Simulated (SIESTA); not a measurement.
# NaLaMnMoO6 under changes of volume

One of the cells (12.248 Å³/atom); the others are scaled copies at fixed shape and fractional positions:

```
Na La Mn Mo O
1.0
     5.44103    0.00143    0.00147
     0.07508    5.44039   -0.01183
     0.03061   -0.01442    8.27519
Na La Mn Mo O
2 2 2 2 12
Direct
  0.50619 0.50653 0.24999
  0.49381 0.49347 0.75001
  0.01207 0.01233 0.25001
  0.98793 0.98767 0.74999
  0.50000 0.00000 0.00000
  0.00000 0.50000 0.50000
  0.00000 0.50000 0.00000
  0.50000 0.00000 0.50000
  0.94778 0.54274 0.23246
  0.05222 0.45726 0.76754
  0.28121 0.28009 0.04830
  0.71879 0.71991 0.95170
  0.20507 0.79908 0.99952
  0.79493 0.20092 0.00048
  0.45652 0.05176 0.73248
  0.54348 0.94824 0.26752
  0.20097 0.79487 0.49902
  0.79903 0.20513 0.50098
  0.28007 0.28119 0.45169
  0.71993 0.71881 0.54831
```

The cell was built by a generator and needn't be a form met in nature.

```yaml
Program: SIESTA 5.4.2
Functional: PBE
Potentials_or_basis: PseudoDojo 0.4 standard (PBE files)
Basis: DZP (energy shift 0.003 Ry; two zetas on semicore shells)
Grid_cutoff: 800 Ry
Energy_shift: 0.003 Ry
k_mesh: 5 × 5 × 4
Occupations: fermi-dirac, width 0.05 eV
Spin: collinear spin, ferromagnetic start
Starting_moments: "[0.0, 0.0, 0.0, 0.0, 4.0, 4.0, 1.0, 1.0, 0.0, 0.0, 0.0, 0.0, 0.0, 0.0, 0.0, 0.0, 0.0, 0.0, 0.0, 0.0] μB"
```

```csv
volume (Å³/atom),energy over the lowest point (meV/atom),pressure (GPa),moment (μB per cell),largest force (eV/Å)
11.287,59.34,18.7,6.57,1.598
11.527,34.99,13.9,6.74,1.239
11.767,17.51,9.5,6.90,0.915
12.248,?,?,?,?
12.488,0.00,-1.1,7.37,0.155
12.728,3.87,-4.0,7.53,0.254
```

Q: What does the run at 12.248 Å³/atom give?

A: Energy over the lowest point 0.64 meV/atom; pressure 2.1 GPa; moment 7.20 μB per cell; largest force 0.352 eV/Å.

Worked out: A Birch-Murnaghan fit of order 3 (a polynomial in V^(-2/3)) to the other rows has its minimum at 12.40 Å³/atom with B0 = V·E''(V) = 161 GPa and B' = 4.5 at fixed shape and positions, which overstates the stiffness. It gives 0.62 meV/atom at 12.248 Å³/atom, against the run's 0.64, and -dE/dV = 2.0 GPa, against 2.1. A straight line through the other rows of the moment, of slope 0.662 μB per Å³/atom, gives 7.21 μB, against the run's 7.20.

Energies are extrapolated to zero smearing.

Caveats: short orbitals over semicore shells can move pressures by several GPa; the basis of atomic orbitals isn't converged, which shifts pressures, moduli and gaps; only a ferromagnetic start was run, and an antiferromagnetic order may lie lower in energy; forces of over 1 eV/Å show positions far from the minimum, so gaps and moduli don't describe the material at rest (some runs).
